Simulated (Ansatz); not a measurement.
# C3H9B: molecular dynamics, part 2 of 2

Aim: let a guess near a reaction's saddle point go and see which way it falls. Runs: 150 steps of 0.5 fs at constant energy, with velocities drawn for 100 K; 150 steps of 0.5 fs at constant energy, with velocities drawn for 1000 K. Reaction type: 1,2-elimination.

Ansatz 0.2.0; UKS PBE0/6-31G.

## Step 9: Frames from the trajectory

Positions (Å) and forces (eV/Å):

```xyz
13
time_fs=9.5 T=853 dE=0.2134
B    -0.250    0.075   -0.160    1.361   -1.454    0.549
C     1.058    0.651    0.805    0.747    1.335   -1.683
C    -1.510    0.067    0.630    1.847    0.060    0.871
H    -0.139   -0.177    1.239   -1.887   -1.095   -0.950
C     0.082   -0.703   -1.553    1.262    3.653    0.145
H     1.736   -0.053    1.300   -0.150   -0.142    0.041
H     1.706    1.166    0.066    0.009   -0.351   -0.081
H     0.816    1.494    1.447   -0.302   -0.034    0.654
H    -1.568    0.663    1.523   -0.527    0.893    0.344
H    -2.361   -0.570    0.524   -0.474   -0.490   -0.447
H     0.446    0.268   -2.128   -0.272   -1.659    0.573
H    -0.840   -0.888   -2.028   -1.384   -0.872   -0.736
H     0.835   -1.472   -1.783   -0.230    0.157    0.719
13
time_fs=19.0 T=2106 dE=-1.5682
B    -0.085   -0.022   -0.054   -2.172    0.540    0.296
C     1.079    0.710    0.684    0.613   -0.975    0.111
C    -1.530    0.070    0.672    1.630   -5.213    0.043
H    -1.413   -1.163    1.224    0.600    3.381    0.048
C     0.060   -0.613   -1.522    3.170    1.308   -0.289
H     1.676    0.015    1.304   -0.076   -0.176   -0.255
H     1.757    1.024   -0.119    0.213    0.777    0.510
H     0.746    1.445    1.426    0.128    0.432   -0.576
H    -1.766    0.896    1.314   -0.114   -0.059    0.785
H    -2.365   -0.471    0.242   -0.977    1.319   -1.383
H     0.571    0.299   -2.139   -1.125   -2.136    1.145
H    -0.828   -0.893   -2.003   -1.679   -0.166   -0.721
H     0.742   -1.505   -1.650   -0.211    0.968    0.286
13
time_fs=28.0 T=1920 dE=-1.3152
B    -0.050   -0.072    0.031   -2.019    0.994   -1.490
C     1.138    0.739    0.564   -0.109    0.902    2.140
C    -1.558   -0.122    0.704    1.632    5.787   -5.023
H    -2.145   -0.678    1.263   -2.452   -4.836    2.058
C     0.046   -0.526   -1.474    2.307   -0.437   -0.194
H     1.587   -0.035    1.234    0.326    0.848    0.270
H     1.909    1.253   -0.013    0.006   -0.843   -0.778
H     0.726    1.599    1.155    0.301   -0.898    0.368
H    -1.868    0.765    1.263    1.500    1.163    0.805
H    -2.163    0.293   -0.258    0.826   -1.899    1.505
H     0.621    0.146   -2.220   -0.921   -0.709    1.394
H    -0.884   -0.833   -1.903   -0.591   -0.513   -0.479
H     0.758   -1.414   -1.347   -0.807    0.442   -0.575
13
time_fs=37.5 T=1509 dE=-0.7270
B    -0.132   -0.079    0.029    0.756   -0.681    0.125
C     1.197    0.787    0.543   -1.502   -0.496    1.966
C    -1.613   -0.180    0.680    1.128    2.467   -0.118
H    -2.668   -0.692    0.924    3.209    0.788   -0.724
C     0.048   -0.510   -1.414   -0.183   -1.920   -1.591
H     1.774    0.274    1.350   -0.188   -0.420   -0.563
H     1.913    1.017   -0.270   -0.663    0.306    0.421
H     0.836    1.644    1.185    0.471    0.044   -1.190
H    -1.153    0.516    1.471   -2.448   -0.491    0.016
H    -1.707    0.471   -0.332   -1.045   -0.333    2.031
H     0.562    0.189   -2.072    0.182    0.034   -0.114
H    -0.872   -0.875   -1.896    0.002    0.301   -0.121
H     0.643   -1.451   -1.353    0.281    0.401   -0.138
13
time_fs=47.0 T=1729 dE=-1.0329
B    -0.155   -0.096    0.037    1.952    2.043    0.431
C     1.164    0.789    0.608   -0.485   -0.021   -2.130
C    -1.528   -0.060    0.665   -4.364   -1.971    2.328
H    -2.121   -1.200    0.174    1.253    3.666    1.879
C     0.044   -0.588   -1.444   -2.214   -1.802    0.866
H     1.912    0.314    1.254   -0.376    0.082    0.227
H     1.631    0.885   -0.387    0.876   -0.125    0.225
H     1.052    1.888    0.813   -0.606   -1.039    0.797
H    -1.671    0.028    1.940    0.629   -0.640   -3.735
H    -2.167    0.862    0.329    1.013   -1.709    0.103
H     0.532    0.184   -1.911    1.323    2.256   -1.640
H    -0.896   -0.812   -2.027    0.892   -0.104    0.713
H     0.749   -1.410   -1.497    0.107   -0.634   -0.065
13
time_fs=56.0 T=1774 dE=-1.1046
B    -0.072    0.005    0.078   -2.261   -1.455   -1.274
C     1.115    0.761    0.558    2.718    1.264   -0.006
C    -1.551    0.014    0.725    1.522   -7.790   -1.944
H    -1.802   -0.908   -0.054   -1.187    2.858    1.090
C     0.056   -0.661   -1.479   -2.530   -0.154    1.579
H     1.749    0.311    1.329   -0.475   -0.160    0.510
H     1.840    0.802   -0.279   -0.090    0.555    0.162
H     0.856    1.784    0.892    0.163   -0.338   -0.024
H    -1.954   -0.627    1.553    1.598    0.707    0.693
H    -2.178    0.798    0.761   -2.205    3.323   -0.827
H     0.477    0.161   -1.962    0.872    1.859   -1.446
H    -0.922   -0.904   -2.048    1.367    0.200    1.214
H     0.765   -1.446   -1.652    0.507   -0.867    0.276
13
time_fs=65.5 T=1751 dE=-1.0585
B    -0.095    0.044    0.011   -0.299   -0.678   -2.584
C     1.197    0.782    0.530   -2.110   -0.328    1.811
C    -1.611   -0.076    0.713    5.820    2.102   -1.563
H    -2.322   -0.123    0.025   -3.169   -3.541   -3.740
C     0.075   -0.667   -1.444   -2.470    0.197   -0.406
H     1.286    0.262    1.502    1.243   -0.476   -0.070
H     2.108    0.993   -0.035   -0.320   -0.445    0.115
H     0.752    1.649    1.000    0.230    1.487   -0.211
H    -1.386   -0.670    1.504   -0.872   -2.039    2.699
H    -2.018    0.853    0.840    0.083    3.702    2.862
H     0.377    0.100   -2.214   -0.163   -0.574    0.619
H    -0.946   -1.108   -1.768    1.437    0.705    0.208
H     0.760   -1.504   -1.533    0.589   -0.112    0.261
13
time_fs=75.0 T=1735 dE=-1.0469
B    -0.176    0.042   -0.186    0.416    2.833    4.561
C     1.178    0.829    0.644   -0.541   -2.256   -1.767
C    -1.562   -0.055    0.631    2.409    2.204    3.888
H    -2.589   -0.287    0.331    0.057    1.269   -0.759
C     0.040   -0.685   -1.412    0.097   -1.572   -4.691
H     1.441    0.152    1.483   -0.612    0.743    0.427
H     2.173    0.894    0.146   -0.689   -0.404   -0.699
H     0.985    1.858    0.856   -0.636    0.704    1.061
H    -1.525   -0.791    1.425    0.957   -1.639    0.157
H    -1.298    0.769    1.604   -1.943   -1.033   -3.069
H     0.322   -0.080   -2.369   -0.333   -0.990    1.679
H    -0.875   -1.296   -1.636    0.948    0.226   -0.297
H     0.901   -1.339   -1.175   -0.131   -0.085   -0.490
```

Reading of run 2. At the last frame the bonds meant to break are whole and the new ones absent: it fell back to the reactants' side (C3H9B). The temperature starts at 1000 K and averages 1736 K in the second half, where it ranges from 1163 to 2419 K; the start was no minimum (force components up to 1.5 eV/Å), and the potential energy that it sheds (80 meV/atom) turns into motion, which in so few atoms is no thermal temperature. The total energy strays from its start by at most 1.36 meV/atom, 0.8 % of the mean kinetic energy, so a step of 0.5 fs is short enough over this time. Bonds change: the first event comes at 5.5 fs (B1–C2 forms). By that distance rule the pieces at the end are C3H9B; a long dative bond can count as broken.

## Step 10: Summary of results

The summary covers parts 1 to 2.

| quantity | value |
| --- | --- |
| run 1: length | 150 steps of 0.5 fs |
| run 1: temperature, first and last step | 100 and 1206 K |
| run 1: temperature, second half | mean 1233 K, from 783 to 1620 K |
| run 1: potential energy, second half | -124 meV/atom from this run's first step |
| run 1: largest change of the total energy | 0.43 meV/atom |
| run 1: bonds formed or broken | 3 |
| run 2: length | 150 steps of 0.5 fs |
| run 2: temperature, first and last step | 1000 and 1735 K |
| run 2: temperature, second half | mean 1736 K, from 1163 to 2419 K |
| run 2: potential energy, second half | -80 meV/atom from this run's first step |
| run 2: largest change of the total energy | 1.36 meV/atom |
| run 2: bonds formed or broken | 3 |

Mean temperatures of the second halves: 1233 K, 1736 K. Bonds changed in run 1, run 2. Run 1: at the last frame the bonds meant to break are whole and the new ones absent: it fell back to the reactants' side (C3H9B). Run 2: at the last frame the bonds meant to break are whole and the new ones absent: it fell back to the reactants' side (C3H9B). 75 fs on 13 atoms is far too short and small for converged averages. The nuclei move classically, without zero-point motion, which matters most for hydrogen. The basis is very small, so the numbers are rough.
